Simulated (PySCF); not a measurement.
# UHF/3-21G (preoptimised minimum) run of doublet InF+

We compute an optimisation with harmonic vibrations of doublet InF+. The job is set up through a Python script.

The calculation is run with PySCF 2.14.0.

1 further run of the same task is left out (for a faulty analytic Hessian).

### 1 The structure to begin with

InF+ has 2 atoms, charge +1, and is taken as a doublet. As SMILES of the parent species, `[F][In]`. All atoms were displaced at random from a relaxed shape. That shape belongs to the parent species and isn't relaxed for this state. The run starts from this shape.

Bond lengths: F1–In2 2.041 Å.

### 2 An optimisation with harmonic vibrations at UHF/3-21G (preoptimised minimum)

start.xyz

```xyz
2

F     -0.003602    -0.015071     0.000965
In     0.020733     0.003373     2.041651
```

job.py

```python
from pyscf import gto, scf, symm
from pyscf.hessian import thermo
from pyscf.geomopt.geometric_solver import kernel as optimise

system = gto.M(
    atom='start.xyz',
    charge=1,
    spin=1,
    max_memory=1860,
    basis='3-21g',
    verbose=3,
)

hf = scf.UHF(system)
hf.conv_tol = 1e-10
hf = hf.newton()
converged, mol_eq = optimise(hf, maxsteps=80)
print('converged:', converged)
print(mol_eq.tostring())

hf.reset(mol_eq)
system = mol_eq
hf.kernel()
e_tot = hf.e_tot
print('Final energy', e_tot)
hess = hf.Hessian().kernel()
modes = thermo.harmonic_analysis(system, hess)
thermo.dump_normal_mode(system, modes)
symm.geom.TOLERANCE = 1e-3  # for the symmetry number
th = thermo.thermo(hf, modes['freq_au'], 298.15, 101325)
thermo.dump_thermo(system, th)
```

The run is started by

```bash
$ OMP_NUM_THREADS=1 python job.py
```

Q: Predict the results. Wanted: total energy; HOMO energy; LUMO energy; ⟨S²⟩; harmonic wavenumber; zero-point energy; ideal-gas entropy at 298.15 K.

**Answer.** As computed:

At UHF/3-21G (preoptimised minimum):

```
                                                 quantity             value
                                             total energy    -5813.38817 Eh
                       HOMO energy (highest over α and β)         -17.31 eV
                        LUMO energy (lowest over α and β)          -7.75 eV
                                                     ⟨S²⟩             0.762
                                      harmonic wavenumber          699 cm⁻¹
                                        zero-point energy        4.2 kJ/mol
ideal-gas entropy at 298.15 K (symmetry number 1 as used)  57.3 cal/(mol K)
```

At the final geometry: Bond lengths: F1–In2 1.887 Å. The one mode is real, so the shape is a minimum at this level. Relativity is left out although the molecule holds a heavy atom.
